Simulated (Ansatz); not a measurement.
The system is YbGe2Ru2.

```xyz
5
Lattice="-2.1015 2.1015 4.8815 2.1015 -2.1015 4.8815 2.1015 2.1015 -4.8815" Properties=species:S:1:pos:R:3 pbc="T T T"
Yb    0.0000    0.0000    0.0000
Ru    2.1015    0.0000    2.4407
Ru    0.0000    2.1015    2.4407
Ge    0.0000    0.0000    6.1019
Ge    0.0000    0.0000    3.6611
```

Base run:

```yaml
Program: Ansatz 0.2.0
Functional: PBEsol
Potentials_or_basis: Ansatz PAW
Cutoff: "420 eV (not typed: the program's choice for these potentials)"
k_mesh: 8 × 8 × 8
Occupations: fermi-dirac, width 0.05 eV
Spin: collinear spin, ferromagnetic start
Starting_moments: "[1.0, 1.0, 1.0, 0.0, 0.0] μB"
Fixed_moment: 3 μB
```

Its results: pressure 1.7 GPa; site moments Yb +0.62; Ru +0.76; Ge +0.05 μB; largest force 0.150 eV/Å.

**Question.** The run is repeated on the same cell with these changes: fixed moment from 3 μB to 1.5 μB; moments at the start from [1.0, 1.0, 1.0, 0.0, 0.0] to [0.5, 0.5, 0.5, 0.0, 0.0]. What comes out?

**Answer.** Pressure 0.0 GPa; site moments Yb +0.43; Ru +0.36; Ge +0.02 μB; largest force 0.562 eV/Å.

Caveats: the cell's inner coordinates are idealised or old, which leaves forces on the atoms; the total moment is fixed, so each spin has its own Fermi level; the PAW data sets come from PBE, with cores solved anew for the run's functional, which leaves a small shift of forces and pressure; the thresholds are loose for stress.
